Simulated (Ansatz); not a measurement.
# CH5AlOSi: small, medium and large basis sets

Aim: see how fast density functionals converge with the basis set for CH5AlOSi.

The runs use Ansatz 0.2.0, Gaussian basis; one geometry, several basis sets.

Plan: PBE0-D4/def2-SVP; ωB97M-V/def2-SVP; PBE0-D4/def2-QZVPP; ωB97M-V/def2-QZVPP; the functionals' def2-TZVPP values are taken from earlier runs.

## 1. The relaxed structure

An earlier PBE0-D4 in a triple-zeta def2 set relaxation fixed the geometry.

SMILES `[SiH3][Al]1[CH2][O]1`, 9 atoms, charge 0, spin multiplicity 1.

Atoms are counted from 1 here; the program's logs count them from 0.

Bond lengths: Si1–Al2 2.434 Å, Si1–H5 1.487 Å, Si1–H6 1.487 Å, Si1–H7 1.486 Å, Al2–C3 1.890 Å, Al2–O4 1.714 Å, C3–O4 1.475 Å, C3–H8 1.091 Å, C3–H9 1.091 Å. Angles: Al2–Si1–H5 109.3°, Al2–Si1–H6 109.3°, Al2–Si1–H7 111.3°, H5–Si1–H6 108.5°, H5–Si1–H7 109.2°, H6–Si1–H7 109.2°, Si1–Al2–C3 173.9°, Si1–Al2–O4 138.1°, C3–Al2–O4 48.0°, Al2–C3–O4 59.7°, Al2–C3–H8 123.3°, Al2–C3–H9 123.2°, O4–C3–H8 112.9°, O4–C3–H9 112.8°, H8–C3–H9 111.4°, Al2–O4–C3 72.3°.

## 2. PBE0-D4 in def2-SVP

The input, in.yaml:

```yaml
crystal:
  periodic: [false, false, false]
  atoms:
    - {symbol: Si, position_ang: [-0.720450, 1.472409, -1.271468]}
    - {symbol: Al, position_ang: [0.124765, -0.254643, 0.221324]}
    - {symbol: C, position_ang: [0.613090, -1.571720, 1.486359]}
    - {symbol: O, position_ang: [1.506162, -1.260799, 0.354230]}
    - {symbol: H, position_ang: [-2.011426, 1.024321, -1.859030]}
    - {symbol: H, position_ang: [-0.961320, 2.718552, -0.495907]}
    - {symbol: H, position_ang: [0.243041, 1.756410, -2.366848]}
    - {symbol: H, position_ang: [0.236762, -2.595013, 1.460546]}
    - {symbol: H, position_ang: [1.057877, -1.335816, 2.453793]}
basis:
  gaussian: {orbitals: def2-SVP}
hamiltonian: {xc: pbe0, dispersion: d4}
output: {orbitals: {seedname: orbitals}}
```

Launch:

```
$ ansatz run in.yaml --threads 2 --pin off --events-out ev --progress --plain --max-ram 4352MiB
```

Output:

```text
Functional definition: PBE0
  name "PBE0"
  cite "Adamo & Barone, J. Chem. Phys. 110, 6158 (1999) doi:10.1063/1.478522"
  cite "Perdew, Burke & Ernzerhof, Phys. Rev. Lett. 77, 3865 (1996) doi:10.1103/PhysRevLett.77.3865"
  parent pbe
  parameter a = 0.25
  parameter kappa = 0.804
  parameter beta = 0.06672455060314922
  exchange = (1 - a)*pbe_x(kappa = kappa, mu = beta*pi^2/3) + a*exact_x
  correlation = pbe_c(beta = beta)
859 factors; integrals over basis functions are off by at most 1.2e-3 eV
mean field evaluation 1: about -17614.8037 eV, gradient 5.4e1 eV
mean field evaluation 2: about -17535.2323 eV, gradient 1.7e2 eV
mean field evaluation 4: about -17621.3542 eV, gradient 1.5e1 eV
mean field evaluation 8: about -17621.9490 eV, gradient 8.0e-1 eV
mean field evaluation 16: about -17621.9511 eV, gradient 1.2e-4 eV
mean field -17621.95112983 eV, -647.5947594338 hartree, gradient 1.8e-5 eV, S^2 0.000000; 0 other end points of the search recorded, 0 dependent functions left out
reference -17621.95116009 eV, -647.5947605459 hartree; 23, 23 occupied and 66, 66 virtual orbitals, 859 factors
Total energy: -17622.08231833 eV, -647.5995805221 hartree
```

Wall time 1.4 s (2 threads of Arm Neoverse V1, shared host); peak memory 0.4 GiB.

## 3. ωB97M-V in def2-SVP

Changes to in.yaml since step 2:

```diff
@@ -14,3 +14,3 @@
   gaussian: {orbitals: def2-SVP}
-hamiltonian: {xc: pbe0, dispersion: d4}
+hamiltonian: {xc: {name: wB97M-V}}
 output: {orbitals: {seedname: orbitals}}
```

Launched as before.

Output:

```text
Functional definition: wB97M-V
  name "wB97M-V"
  cite "Mardirossian & Head-Gordon, J. Chem. Phys. 144, 214110 (2016) doi:10.1063/1.4952647"
  cite "Becke, J. Chem. Phys. 107, 8554 (1997) doi:10.1063/1.475007"
  cite "Vydrov & Van Voorhis, J. Chem. Phys. 133, 244103 (2010) doi:10.1063/1.3521275"
  # Of w^i u^j: cxij and so on, Table III.
  parameter omega = 0.3/bohr
  parameter cx = 0.15
  parameter cx01 = 1.007
  parameter cx10 = 0.259
  parameter css00 = 0.443
  parameter css04 = -1.437
  parameter css10 = -4.535
  parameter css20 = -3.390
  parameter css43 = 4.278
  parameter cos00 = 1.000
  parameter cos10 = 1.358
  parameter cos20 = 2.924
  parameter cos21 = -8.812
  parameter cos60 = -1.390
  parameter cos61 = 9.142
  parameter b = 6.0
  parameter c = 0.01
  gx(w, u) = 1 - cx + cx01*u + cx10*w
  gss(w, u) = css00 + css04*u^4 + css10*w + css20*w^2 + css43*w^4*u^3
  gos(w, u) = cos00 + cos10*w + (cos20 + cos21*u)*w^2 + (cos60 + cos61*u)*w^6
  exchange = spin_sum(e_x_unif_sr(omega)*gx(b97_w, b97_u_x)) + cx*exact_x_sr(omega) + exact_x_lr(omega)
  correlation = spin_sum(e_c_pw_mod_same_spin*gss(b97_w, b97_u_same))
      + integral(e_c_pw_mod_opposite_spin*gos(b97_w_opposite, b97_u_opposite)) + vv10(b, c)
859 factors; integrals over basis functions are off by at most 1.2e-3 eV
290 factors; integrals over basis functions are off by at most 7.6e-6 eV
mean field evaluation 1: about -17623.5247 eV, gradient 4.9e1 eV
mean field evaluation 2: about -17615.5769 eV, gradient 8.2e1 eV
mean field evaluation 4: about -17629.2862 eV, gradient 4.0e0 eV
mean field evaluation 8: about -17629.4064 eV, gradient 1.3e-1 eV
mean field evaluation 16: about -17629.4066 eV, gradient 2.0e-4 eV
mean field -17629.40663858 eV, -647.8687443268 hartree, gradient 1.1e-5 eV, S^2 0.000000; 0 other end points of the search recorded, 0 dependent functions left out
reference -17629.40668770 eV, -647.8687461318 hartree; 23, 23 occupied and 66, 66 virtual orbitals, 859 factors
Total energy: -17629.40668770 eV, -647.8687461318 hartree
```

Run time: 7.5 s. Hardware: 2 threads of Arm Neoverse V1, shared host; peak memory 0.4 GiB.

## 4. PBE0-D4 in def2-QZVPP

Changes to in.yaml since step 3:

```diff
@@ -13,4 +13,4 @@
 basis:
-  gaussian: {orbitals: def2-SVP}
-hamiltonian: {xc: {name: wB97M-V}}
+  gaussian: {orbitals: "def2-QZVPP.json"}
+hamiltonian: {xc: pbe0, dispersion: d4}
 output: {orbitals: {seedname: orbitals}}
```

Launched as before.

Output:

```text
Functional definition: PBE0
  name "PBE0"
  cite "Adamo & Barone, J. Chem. Phys. 110, 6158 (1999) doi:10.1063/1.478522"
  cite "Perdew, Burke & Ernzerhof, Phys. Rev. Lett. 77, 3865 (1996) doi:10.1103/PhysRevLett.77.3865"
  parent pbe
  parameter a = 0.25
  parameter kappa = 0.804
  parameter beta = 0.06672455060314922
  exchange = (1 - a)*pbe_x(kappa = kappa, mu = beta*pi^2/3) + a*exact_x
  correlation = pbe_c(beta = beta)
1449 factors; their error is unknown
mean field evaluation 1: about -17622.2443 eV, gradient 6.5e1 eV
mean field evaluation 2: about -17519.7720 eV, gradient 1.9e2 eV
mean field evaluation 4: about -17630.8064 eV, gradient 1.9e1 eV
mean field evaluation 8: about -17631.4920 eV, gradient 3.8e-2 eV
mean field evaluation 16: about -17631.5022 eV, gradient 1.4e-5 eV
mean field -17631.50216599 eV, -647.9457535386 hartree, gradient 1.4e-5 eV, S^2 0.000000; 0 other end points of the search recorded, 0 dependent functions left out
reference -17631.50221194 eV, -647.9457552273 hartree; 23, 23 occupied and 381, 381 virtual orbitals, 1449 factors
Total energy: -17631.63337017 eV, -647.9505752035 hartree
```

Run time: 11 s. Hardware: 2 threads of Arm Neoverse V1, shared host; peak memory 1.1 GiB.

## 5. ωB97M-V in def2-QZVPP

Changes to in.yaml since step 4:

```diff
@@ -14,3 +14,3 @@
   gaussian: {orbitals: "def2-QZVPP.json"}
-hamiltonian: {xc: pbe0, dispersion: d4}
+hamiltonian: {xc: {name: wB97M-V}}
 output: {orbitals: {seedname: orbitals}}
```

Same command.

Output:

```text
Functional definition: wB97M-V
  name "wB97M-V"
  cite "Mardirossian & Head-Gordon, J. Chem. Phys. 144, 214110 (2016) doi:10.1063/1.4952647"
  cite "Becke, J. Chem. Phys. 107, 8554 (1997) doi:10.1063/1.475007"
  cite "Vydrov & Van Voorhis, J. Chem. Phys. 133, 244103 (2010) doi:10.1063/1.3521275"
  # Of w^i u^j: cxij and so on, Table III.
  parameter omega = 0.3/bohr
  parameter cx = 0.15
  parameter cx01 = 1.007
  parameter cx10 = 0.259
  parameter css00 = 0.443
  parameter css04 = -1.437
  parameter css10 = -4.535
  parameter css20 = -3.390
  parameter css43 = 4.278
  parameter cos00 = 1.000
  parameter cos10 = 1.358
  parameter cos20 = 2.924
  parameter cos21 = -8.812
  parameter cos60 = -1.390
  parameter cos61 = 9.142
  parameter b = 6.0
  parameter c = 0.01
  gx(w, u) = 1 - cx + cx01*u + cx10*w
  gss(w, u) = css00 + css04*u^4 + css10*w + css20*w^2 + css43*w^4*u^3
  gos(w, u) = cos00 + cos10*w + (cos20 + cos21*u)*w^2 + (cos60 + cos61*u)*w^6
  exchange = spin_sum(e_x_unif_sr(omega)*gx(b97_w, b97_u_x)) + cx*exact_x_sr(omega) + exact_x_lr(omega)
  correlation = spin_sum(e_c_pw_mod_same_spin*gss(b97_w, b97_u_same))
      + integral(e_c_pw_mod_opposite_spin*gos(b97_w_opposite, b97_u_opposite)) + vv10(b, c)
1386 factors; their error is unknown
364 factors; integrals over basis functions are off by at most 1.3e-5 eV
mean field evaluation 1: about -17631.5928 eV, gradient 5.9e1 eV
mean field evaluation 2: about -17618.7300 eV, gradient 1.0e2 eV
mean field evaluation 4: about -17638.9806 eV, gradient 5.9e0 eV
mean field evaluation 8: about -17639.0636 eV, gradient 7.4e-2 eV
mean field evaluation 16: about -17639.0649 eV, gradient 6.6e-5 eV
mean field -17639.06491013 eV, -648.2236792598 hartree, gradient 6.6e-5 eV, S^2 0.000000; 0 other end points of the search recorded, 0 dependent functions left out
reference -17639.06498506 eV, -648.2236820134 hartree; 23, 23 occupied and 381, 381 virtual orbitals, 1386 factors
Total energy: -17639.06498506 eV, -648.2236820134 hartree
```

Run time: 25 s. Hardware: 2 threads of Arm Neoverse V1, shared host; peak memory 1.3 GiB.

## 6. Density functionals: the series

The def2-TZVPP values come from earlier runs at the same geometry.

| functional | basis | functions | energy (eV) | from the largest (eV) | HOMO (eV) | LUMO (eV) |
| --- | --- | --- | --- | --- | --- | --- |
| PBE0-D4 | def2-SVP | 89 | -17622.0823 | 9.551 | -6.27 | -1.49 |
| PBE0-D4 | def2-TZVPP | 216 | -17630.9803 | 0.653 | -6.30 | -1.60 |
| PBE0-D4 | def2-QZVPP | 404 | -17631.6334 | 0.000 | -6.33 | -1.64 |
| ωB97M-V | def2-SVP | 89 | -17629.4067 | 9.658 | -8.43 | 0.27 |
| ωB97M-V | def2-TZVPP | 216 | -17638.4366 | 0.628 | -8.48 | 0.07 |
| ωB97M-V | def2-QZVPP | 404 | -17639.0650 | 0.000 | -8.50 | -0.05 |

## 7. What came out

| quantity | value |
| --- | --- |
| PBE0-D4: double and triple zeta above quadruple | 9.55, 0.65 eV |
| ωB97M-V: double and triple zeta above quadruple | 9.66, 0.63 eV |

In words: For PBE0-D4 the step from double to triple zeta gains 8.90 eV and the next only 0.65 eV. Total energies overstate the basis error of differences, where much of it tends to cancel.

For PBE0-D4 the largest set took about 7 times as long as the smallest (11 s against 1.4 s).
